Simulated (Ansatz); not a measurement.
## AlRu in Ansatz: the effect of functional

AlRu, a slab with vacuum:

```xyz
8
Lattice="2.9916 0.0000 0.0000 0.0000 2.9916 0.0000 0.0000 0.0000 25.4706" Properties=species:S:1:pos:R:3 pbc="T T T"
Ru    1.4958    1.4958    7.5000
Al    0.0000    0.0000    8.9958
Ru    1.4958    1.4958   10.4916
Al    0.0000    0.0000   11.9874
Ru    1.4958    1.4958   13.4832
Al    0.0000    0.0000   14.9790
Ru    1.4958    1.4958   16.4748
Al    0.0000    0.0000   17.9706
```

The cell isn't the ideal one: the (1 0 0) slab of AlRu, cut from the database cell, not relaxed.

Alike in all runs:

| Item | Value |
| --- | --- |
| Program | Ansatz 0.2.0 |
| Task | relaxation of the atoms |
| Potentials or basis | Ansatz PAW |
| Cutoff | 420 eV (not typed: the program's choice for these potentials) |
| k mesh | 9 × 9 × 1 |
| Occupations | fermi-dirac, width 0.05 eV |
| Spin | no spin polarisation |

Each run relaxes the cell or the atoms first.

```csv
functional,largest force (eV/Å),work function (eV)
LDA,1.19,3.40
PBEsol,0.91,3.26
RPBE,0.38,3.09
revPBE,0.43,3.10
BLYP,?,?
```

What does the run with functional BLYP give?

Largest force 0.37 eV/Å; work function 2.81 eV.

Caveats: the PAW data sets come from PBE, with cores solved anew for the run's functional, which leaves a small shift of forces and pressure.

Runs at the PBE level aren't shown here.
